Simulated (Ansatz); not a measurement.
I need a relaxation followed by a look at the electronic structure of HfCuSn, space group P6_3mc. Use the Python package of Ansatz (0.2.0). Use (first run): PBEsol, PAW, the default cutoff (420 eV here), 5×5×3 k-points, Gaussian smearing of 0.15 eV.

```
Hf Cu Sn
1.0
     4.44755    0.00000    0.00000
    -2.22377    3.85169    0.00000
     0.00000    0.00000    6.41241
Hf Cu Sn
2 2 2
Direct
  0.00000 0.00000 0.00492
  0.00000 0.00000 0.50492
  0.33333 0.66667 0.68653
  0.66667 0.33333 0.18653
  0.33333 0.66667 0.26035
  0.66667 0.33333 0.76035
```

`pipeline_hfcusn.py`:
```python
# -*- coding: utf-8 -*-
'''From the given cell of HfCuSn to a relaxed cell, its gap and its density of states.'''

import logging
import sys
import warnings

import ansatz as az
import numpy as np

logging.basicConfig(stream=sys.stdout, format='[%(levelname)s] %(message)s')
log = logging.getLogger('hfcusn')
log.setLevel(logging.INFO)


def count_gap(report):
    # lowest empty less highest filled band, counting bands; zero where they overlap
    return max(report.get('gap_by_band_count_ev') or 0.0, 0.0)


def with_settings(crystal, spacing):
    return (
        crystal.calculation()
        .functional(az.Functional.PBESOL)
        .occupations('gaussian', width=0.15)
        .kpoints(spacing=spacing)
    )

warnings.simplefilter('ignore', az.DeckWarning)

lattice = az.Lattice.of(
    (4.447548, 0.0, 0.0),
    (-2.223774, 3.85169, 0.0),
    (0.0, 0.0, 6.41241),
)
sites = [
    ('Hf', (0.0, 0.0, 0.004923)),
    ('Hf', (0.0, 0.0, 0.504923)),
    ('Cu', (1 / 3, 2 / 3, 0.686533)),
    ('Cu', (2 / 3, 1 / 3, 0.186533)),
    ('Sn', (1 / 3, 2 / 3, 0.260346)),
    ('Sn', (2 / 3, 1 / 3, 0.760346)),
]
cell = az.Crystal(lattice=lattice)
for symbol, position in sites:
    cell = cell.atom(symbol, position)

relaxed = with_settings(cell, 0.34).relax(cell=True, force_tolerance=0.02, max_steps=40).checkpoint(write='relax.run', compress=False).run(threads=1)
cell = np.asarray(relaxed.lattice.cell_ang)
print('relaxed edges (A):', np.linalg.norm(cell, axis=1).round(4), ' volume:', round(abs(np.linalg.det(cell)), 3), 'A^3')
for site in relaxed.lattice.sites:
    print(' ', site.symbol, np.round(site.position_frac, 4) + 0.0)

final = az.Crystal.from_checkpoint('relax.run')
result = with_settings(final, 0.26).functional('r2scan').stress().band_table().density_of_states(energy_step=0.05).run(threads=1)
report = result.report
dos = result.density_of_states()
log.info(f'pressure at the relaxed cell {np.trace(report["stress_gpa"]) / 3:.3f} GPa, gap by band count {count_gap(report):.3f} eV')
if count_gap(report) == 0:
    print('states/eV at the Fermi level:', round(float(np.interp(dos.fermi_ev, dos.energies_ev, dos.spin_summed_g_bin_mean_per_ev)), 3))
```

`python pipeline_hfcusn.py` gives:
```text
relaxed edges (A): [4.4367 4.4367 6.3034]  volume: 107.456 A^3
  Hf [0.     0.     0.0011]
  Hf [0.     0.     0.5011]
  Cu [0.3333 0.6667 0.6936]
  Cu [0.6667 0.3333 0.1936]
  Sn [0.3333 0.6667 0.2571]
  Sn [0.6667 0.3333 0.7571]
[INFO] pressure at the relaxed cell 2.765 GPa, gap by band count 0.000 eV
states/eV at the Fermi level: 1.897
```

Reading the output:
- Spin is left out of this run.
- An absolute Fermi energy rests on an arbitrary zero of the periodic potential and has no direct meaning.
- A gap by band count of zero or less means overlapping bands, a metal.
- This cell is a computed structure, which may not be the phase found in nature.
- Gaps and levels are Kohn-Sham values on a finite set of k-points, without spin-orbit coupling.
- Where the second run takes another functional or mesh than the relaxation, its pressure isn't zero; pressure is positive in compression.
- The computed bands are complete only to about 5.7 eV above the Fermi level; beyond that the density of states is undercounted.
- It ran for 2.2 min on 1 thread of Arm Neoverse V1, with other jobs on the host, peak memory 0.79 GiB.
